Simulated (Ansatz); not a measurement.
# Cs2Gd: the cost of one run

Method: DFT PBE, scalar-relativistic, plane waves, PAW, in Ansatz 0.2.0.

1 further run of the same task is left out (it didn't finish).

**1. The starting structure**

It takes space group Fd-3m (No. 227, cubic). The conventional cell has a = 11.210 Å, b = 11.210 Å, c = 11.210 Å, α = 90.00°, β = 90.00°, γ = 90.00°. Cs (site symmetry -3m) is surrounded by 6 Cs at 3.96 Å.

Coordinates:

```cif
data_structure
_symmetry_space_group_name_H-M 'Fd-3m:1'
_symmetry_Int_Tables_number 227
_cell_length_a 11.2098
_cell_length_b 11.2098
_cell_length_c 11.2098
_cell_angle_alpha 90.000
_cell_angle_beta 90.000
_cell_angle_gamma 90.000
_cell_volume 1408.63
loop_
_atom_site_label
_atom_site_type_symbol
_atom_site_symmetry_multiplicity
_atom_site_Wyckoff_symbol
_atom_site_fract_x
_atom_site_fract_y
_atom_site_fract_z
_atom_site_occupancy
Cs1 Cs 16 d 0.12500 0.62500 0.12500 1
Gd1 Gd 8 a 0.50000 0.00000 0.50000 1
```

Recipe of the guess: species swapped into a database cell of Li2Ca (Fd-3m, No. 227), with Cs on the Li sites and Gd on the Ca sites. The dimensions are guesses.

**2. Probe: one point on a coarse mesh**

File input.yaml:

```yaml
crystal:
  lattice:
    - [0.0, 5.60491444, 5.60491444]
    - [5.60491444, 0.0, 5.60491444]
    - [5.60491444, 5.60491444, 0.0]
  atoms:
    - { symbol: Cs, position: [0.125, 0.125, 0.125] }
    - { symbol: Cs, position: [0.625, 0.125, 0.125] }
    - { symbol: Cs, position: [0.125, 0.125, 0.625] }
    - { symbol: Cs, position: [0.125, 0.625, 0.125] }
    - { symbol: Gd, position: [0.5, 0.5, 0.5], spin: 7.0 }
    - { symbol: Gd, position: [0.75, 0.75, 0.75], spin: 7.0 }
basis:
  ecutwfc: 420
kpoints:
  mp_grid: { grid: [4, 4, 4] }
hamiltonian:
  xc: pbe
scf:
  occupations: { method: gaussian, width: 0.1 }
  lower_state_search: "off"
output:
  forces: true
  stress: true
  eigenvalues: true
  populations: true
magnetization:
  spin_polarized: true
```

Launch:

```sh
$ ansatz run input.yaml --threads 1 --pin off --max-ram 2560MiB --backend cpu --events-out ev --progress --plain --runs-dir out
```

What time and memory should one allow on 1 thread of Arm Neoverse V1, shared host?

About 83 s, with a peak of 0.73 GiB.
